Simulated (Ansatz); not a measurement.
# Ge2O: the cost of one run

Program: Ansatz 0.2.0, Gaussian basis. Level of theory: the settings change from run to run. These are calculated values, not measurements.

31 further runs of the same task are left out: 22 that didn't finish, 9 set aside as unsound or not needed. Runs told in other sessions of the task aren't counted.

### Step 1. The system

The geometry is a PBE0/def2-TZVP stationary point (not a proven minimum) with its atoms shifted at random (size 0.040 Å). No spin-orbit coupling is included. The filled d shell of Ge may be among the frozen orbitals whatever the setting's name suggests.

3 atoms, charge 0, spin multiplicity 1.

Atoms are counted from 1 here; the program's logs count them from 0.

Bond lengths: Ge1–Ge2 2.395 Å, Ge2–O3 1.673 Å. Angles: Ge1–Ge2–O3 177.1°.

Geometry (Å):

```csv
atom,x (Å),y (Å),z (Å)
Ge1,-0.01543,-0.00901,2.15362
Ge2,-0.01627,-0.02515,-0.24127
O3,0.03170,0.03416,-1.91235
```

### Step 2. CCSD/cc-pVDZ

in.yaml

```yaml
crystal:
  periodic: [false, false, false]
  atoms:
    - {symbol: Ge, position_ang: [-0.015433, -0.009008, 2.153624]}
    - {symbol: Ge, position_ang: [-0.016266, -0.025151, -0.241270]}
    - {symbol: O, position_ang: [0.031698, 0.034159, -1.912354]}
basis:
  gaussian: {orbitals: cc-pVDZ}
magnetization: {spin_polarized: false}
hamiltonian: {xc: {name: B3LYP}}
correlation: {method: ccsd, electrons: outside_noble_gas}
```

Started as:

```console
ansatz run in.yaml --threads 1 --pin off --events-out ev --progress --plain --max-ram 2393MiB
```

Q: Estimate wall time and peak memory on 1 thread of Arm Neoverse V1, shared host.

About 49 s, with a peak of 0.3 GiB.
